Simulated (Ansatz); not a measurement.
**C2H6ClIn: a ladder of functionals and wavefunction methods**

The task here is to estimate one member of a computed series from the others.

The runs use Ansatz 0.2.0, Gaussian basis; functionals in def2-TZVPP, the program's frozen cores in correlated methods.

Levels to be run: LDA (SPW92), PBE-D4, revPBE-D4, BLYP-D4, r2SCAN-D4, B97M-V, PBE0-D4, B3LYP-D4, r2SCANh-D4, r2SCAN0-D4, HSE06-D4, BHLYP-D4, CAM-B3LYP-D4, LC-ωPBE, ωB97X-V, ωB97M-V, B2PLYP, PBE-QIDH; CCSD(T)/def2-SVP; CCSD(T)/def2-TZVPP; MP2/def2-QZVPP; extrapolation to the limit; RPA on PBE.

## The relaxed structure

All runs share one geometry, relaxed beforehand with PBE0-D4 in a triple-zeta def2 set. In takes the def2 core potential; no spin-orbit term is included.

SMILES `ClC[CH2][InH2]`, 10 atoms, charge 0, spin multiplicity 1.

Atoms are counted from 1 here; the program's logs count them from 0.

Bond lengths: Cl1–C2 1.831 Å, C2–C3 1.503 Å, C2–H5 1.089 Å, C2–H6 1.090 Å, C3–In4 2.192 Å, C3–H7 1.093 Å, C3–H8 1.091 Å, In4–H9 1.728 Å, In4–H10 1.723 Å. Angles: Cl1–C2–C3 110.0°, Cl1–C2–H5 104.3°, Cl1–C2–H6 104.1°, C3–C2–H5 112.6°, C3–C2–H6 115.6°, H5–C2–H6 109.3°, C2–C3–In4 104.7°, C2–C3–H7 109.9°, C2–C3–H8 111.2°, In4–C3–H7 113.1°, In4–C3–H8 109.4°, H7–C3–H8 108.5°, C3–In4–H9 117.3°, C3–In4–H10 119.7°, H9–In4–H10 122.9°.

Set-up of the first run:

File in.yaml:

```yaml
crystal:
  periodic: [false, false, false]
  atoms:
    - {symbol: Cl, position_ang: [-1.525365, 0.266032, -1.299820]}
    - {symbol: C, position_ang: [-0.803891, -0.995777, -0.186200]}
    - {symbol: C, position_ang: [0.611188, -0.625763, 0.160337]}
    - {symbol: In, position_ang: [0.611911, 1.564727, 0.238603]}
    - {symbol: H, position_ang: [-1.461525, -0.996233, 0.681525]}
    - {symbol: H, position_ang: [-0.926032, -1.931727, -0.731864]}
    - {symbol: H, position_ang: [0.894654, -1.088973, 1.108324]}
    - {symbol: H, position_ang: [1.306533, -0.961545, -0.610308]}
    - {symbol: H, position_ang: [-0.300911, 2.312163, 1.500706]}
    - {symbol: H, position_ang: [1.593449, 2.457096, -0.861284]}
basis:
  gaussian: {orbitals: def2-TZVPP}
hamiltonian: {xc: lda}
output: {orbitals: {seedname: orbitals}}
```

Run with:

```sh
> ansatz run in.yaml --threads 4 --pin off --events-out ev --progress --plain --max-ram 10444MiB
```

Among the steps run: LDA; PBE-D4 (GGA); revPBE-D4 (GGA); BLYP-D4 (GGA); r2SCAN-D4 (meta-GGA); B97M-V (meta-GGA); B3LYP-D4 (hybrid); r2SCANh-D4 (hybrid); r2SCAN0-D4 (hybrid); HSE06-D4 (hybrid); BHLYP-D4 (hybrid); CAM-B3LYP-D4 (range-separated); LC-ωPBE (range-separated); ωB97X-V (range-separated); ωB97M-V (range-separated); B2PLYP (double hybrid); PBE-QIDH (double hybrid).

One table of the session follows, with a row left open; its other results are not shown here.

It belongs to the step «Frontier levels by functional». 

```
  functional  HOMO (eV)  gap (eV)
 LDA (SPW92)      -6.29      4.20
      PBE-D4      -6.14      4.34
   revPBE-D4      -6.09      4.40
     BLYP-D4      -6.01      4.26
   r2SCAN-D4      -6.37      4.89
      B97M-V          ?         ?
     PBE0-D4      -7.28      6.20
    B3LYP-D4      -7.08      5.74
  r2SCANh-D4      -6.80      5.56
  r2SCAN0-D4      -7.44      6.56
    HSE06-D4      -6.88      5.45
    BHLYP-D4      -8.32      7.89
CAM-B3LYP-D4      -8.58      8.29
     LC-ωPBE      -9.90     10.69
     ωB97X-V      -9.56     10.22
     ωB97M-V      -9.43      9.75
```

Estimate the missing values for B97M-V.

As computed: HOMO (eV): -6.44; gap (eV): 4.68. In the column «HOMO (eV)» it lies between r2SCANh-D4 (-6.80) and r2SCAN-D4 (-6.37).
